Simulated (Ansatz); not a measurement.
# BCl2F (dichlorofluoroborane): levels of theory compared

We compute a comparison of 6 runs (UHF/STO-3G, BLYP/STO-3G, HSE06/STO-3G, UPBE/STO-3G, RPA@PBE/STO-3G, CCSDT/STO-3G) of BCl2F (dichlorofluoroborane). 

Program for the calculation: Ansatz 0.2.0.

67 further runs of the same task are left out: 4 that didn't finish, 63 set aside as unsound or not needed.

### Step 1. Starting point

The species is BCl2F (4 atoms), meant as a singlet with charge 0. As SMILES, `FB(Cl)Cl`. The B2–F1 distance was set to 1.638 Å, away from the relaxed value.

Bond lengths: F1–B2 1.638 Å, B2–Cl3 1.739 Å, B2–Cl4 1.739 Å. Angles: F1–B2–Cl3 119.3°, F1–B2–Cl4 119.3°, Cl3–B2–Cl4 121.5°.

### Step 2. A single-point energy at UHF/STO-3G (run 1)

The input, input.yaml:

```yaml
crystal:
  periodic: [false, false, false]
  atoms:
    - symbol: F
      position_ang: [0.140987, -1.436518, -0.962991]
    - symbol: B
      position_ang: [0.007910, -0.080610, -0.054040]
    - symbol: Cl
      position_ang: [-1.549540, 0.373780, 0.571420]
    - symbol: Cl
      position_ang: [1.427260, 0.872140, 0.263810]
basis:
  gaussian: {orbitals: STO-3G}
magnetization: {spin_polarized: true, initial_magnetization: 0}
hamiltonian: {xc: hf}
accuracy: high
```

The run is started by

```sh
$ ansatz run input.yaml --threads 1 --pin off --max-ram 3480MiB --events-out events.jsonl --progress --plain --runs-dir runs
```

What it wrote:

```text
Warning: RAYON_NUM_THREADS=1 ignored (pool sized by the plan → 1); use --threads N
Functional definition: HF
  name "HF"
  exchange = exact_x
  correlation = 0
520 factors; integrals over basis functions are off by at most 3.8e-8 eV
mean field evaluation 1: about -28067.1058 eV, gradient 2.4e1 eV
mean field evaluation 2: about -28067.1536 eV, gradient 2.4e1 eV
mean field evaluation 4: about -28072.2144 eV, gradient 1.5e0 eV
mean field evaluation 8: about -28072.2506 eV, gradient 4.6e-2 eV
mean field evaluation 16: about -28061.9367 eV, gradient 1.3e1 eV
mean field -28072.25060531 eV, -1031.6361816901 hartree, gradient 1.3e-8 eV, S^2 0.000000; 0 other end points of the search recorded, 0 dependent functions left out
reference -28072.25060531 eV, -1031.6361816901 hartree; 24, 24 occupied and 4, 4 virtual orbitals, 520 factors
Total energy: -28072.25060531 eV, -1031.6361816901 hartree
```

Run time: 0.28 s. Hardware: 1 thread of Arm Neoverse V1, shared host.

### Step 3. A single-point energy at BLYP/STO-3G (run 2)

The input, job.yaml:

```yaml
crystal:
  periodic: [false, false, false]
  atoms:
    - {symbol: F, position_ang: [0.140987, -1.436518, -0.962991]}
    - {symbol: B, position_ang: [0.007910, -0.080610, -0.054040]}
    - {symbol: Cl, position_ang: [-1.549540, 0.373780, 0.571420]}
    - {symbol: Cl, position_ang: [1.427260, 0.872140, 0.263810]}
basis:
  gaussian:
    orbitals: STO-3G
hamiltonian:
  xc: {name: BLYP}
accuracy: high
```

The run is started by

```sh
$ ansatz run job.yaml --threads 1 --pin off --max-ram 3480MiB --events-out events.jsonl --progress --plain --runs-dir runs
```

What it wrote:

```text
Warning: RAYON_NUM_THREADS=1 ignored (pool sized by the plan → 1); use --threads N
Functional definition: BLYP
  name "BLYP"
  parameter beta = 0.0042
  parameter a = 0.04918
  parameter b = 0.132
  parameter c = 0.2533
  parameter d = 0.349
  exchange = b88_x(beta = beta)
  correlation = lyp_c(a = a, b = b, c = c, d = d)
520 factors; integrals over basis functions are off by at most 3.8e-8 eV
mean field evaluation 1: about -28114.0595 eV, gradient 2.5e1 eV
mean field evaluation 2: about -28095.1525 eV, gradient 9.1e1 eV
mean field evaluation 4: about -28116.2475 eV, gradient 6.1e0 eV
mean field evaluation 8: about -28116.3158 eV, gradient 1.3e-1 eV
mean field evaluation 16: about -28116.3158 eV, gradient 7.7e-8 eV
mean field -28116.31583079 eV, -1033.2555488583 hartree, gradient 7.8e-8 eV, S^2 0.000000; 0 other end points of the search recorded, 0 dependent functions left out
reference -28116.31586526 eV, -1033.2555501249 hartree; 24, 24 occupied and 4, 4 virtual orbitals, 520 factors
Total energy: -28116.31586526 eV, -1033.2555501249 hartree
```

Wall time 1.6 s (1 thread of Arm Neoverse V1, shared host); peak memory 0.1 GiB.

Run 3 isn't shown in full; the table further down has it.

### Step 4. A single-point energy at UPBE/STO-3G (run 4)

The input, in.yaml:

```yaml
crystal:
  periodic: [false, false, false]
  atoms:
    - {symbol: F, position_ang: [0.140987, -1.436518, -0.962991]}
    - {symbol: B, position_ang: [0.007910, -0.080610, -0.054040]}
    - {symbol: Cl, position_ang: [-1.549540, 0.373780, 0.571420]}
    - {symbol: Cl, position_ang: [1.427260, 0.872140, 0.263810]}
basis:
  gaussian:
    orbitals: STO-3G
magnetization:
  spin_polarized: true
hamiltonian:
  xc: pbe
accuracy: high
```

The run is started by

```sh
$ ansatz run in.yaml --threads 1 --pin off --max-ram 3480MiB --events-out events.jsonl --progress --plain --runs-dir runs
```

What it wrote:

```text
Warning: RAYON_NUM_THREADS=1 ignored (pool sized by the plan → 1); use --threads N
Functional definition: PBE
  name "PBE"
  parameter kappa = 0.804
  parameter beta = 0.06672455060314922
  exchange = pbe_x(kappa = kappa, mu = beta*pi^2/3)
  correlation = pbe_c(beta = beta)
520 factors; integrals over basis functions are off by at most 3.8e-8 eV
mean field evaluation 1: about -28103.5583 eV, gradient 1.7e1 eV
mean field evaluation 2: about -28086.3206 eV, gradient 6.2e1 eV
mean field evaluation 4: about -28105.6544 eV, gradient 4.2e0 eV
mean field evaluation 8: about -28105.7195 eV, gradient 6.0e-2 eV
mean field evaluation 16: about -28105.7195 eV, gradient 8.8e-8 eV
mean field -28105.71948844 eV, -1032.8661404593 hartree, gradient 9.0e-8 eV, S^2 0.000000; 0 other end points of the search recorded, 0 dependent functions left out
reference -28105.71948993 eV, -1032.8661405141 hartree; 24, 24 occupied and 4, 4 virtual orbitals, 520 factors
Total energy: -28105.71948993 eV, -1032.8661405141 hartree
```

Run time: 2.6 s. Hardware: 1 thread of Arm Neoverse V1, shared host; peak memory 0.14 GiB.

Run 5 isn't shown in full; the table further down has it.

### Step 5. The energy at CCSDT/STO-3G (run 6)

job.yaml: that of step 3 with these lines changed.

```diff
@@ -8,6 +8,5 @@
 basis:
-  gaussian:
-    orbitals: STO-3G
-hamiltonian:
-  xc: {name: BLYP}
+  gaussian: {orbitals: STO-3G}
+scf: {omitted_lower_state_checks: [cluster_reference, increment]}
+correlation: {method: ccsdt, frozen_orbitals: {B: 1, Cl: 5, F: 1}}
 accuracy: high
```

The run is started by

```sh
$ ansatz run job.yaml --threads 1 --pin off --max-ram 3480MiB --events-out events.jsonl --progress --plain --runs-dir runs
```

What it wrote:

```text
Warning: RAYON_NUM_THREADS=1 ignored (pool sized by the plan → 1); use --threads N
[... 11 lines left out ...]
12 core orbitals not correlated: weight in the atoms' cores, before any rotation towards them, 1.000 or more for the frozen orbitals, at most 0.000 for the correlated occupied ones
[... 28 lines left out ...]
Total energy: -28075.24410780 eV, -1031.7461908777 hartree
Checks for a lower state left out: cluster_reference, increment
```

It took 0.99 s on 1 thread of Arm Neoverse V1, shared host; peak memory 0.098 GiB.

### Step 6. Overview of the runs

| run | level | frozen core orbitals | energy (Eh) | wall time |
| --- | --- | --- | --- | --- |
| 1 | UHF/STO-3G | – | -1031.636182 | 0.28 s |
| 2 | BLYP/STO-3G | – | -1033.255550 | 1.6 s |
| 3 | HSE06/STO-3G | – | -1032.999596 | 1.9 s |
| 4 | UPBE/STO-3G | – | -1032.866141 | 2.6 s |
| 5 | RPA@PBE/STO-3G | 12 | -1031.798190 | 2.4 s |
| 6 | CCSDT/STO-3G | 12 | -1031.746191 | 0.99 s |

### Step 7. Results

| quantity | value |
| --- | --- |
| run 6: total energy | -1031.74619 Eh |
| run 6: correlation energy (12 core orbitals frozen) | -110.0 mEh |
| run 6: T1 diagnostic | 0.020 |

What this shows: Totals of different functionals can't be ranked against each other. In runs 1, 2, 3, 4, 5, 6 the basis is minimal, so the values are rough. All runs together took 9.7 s, the longest 2.6 s.
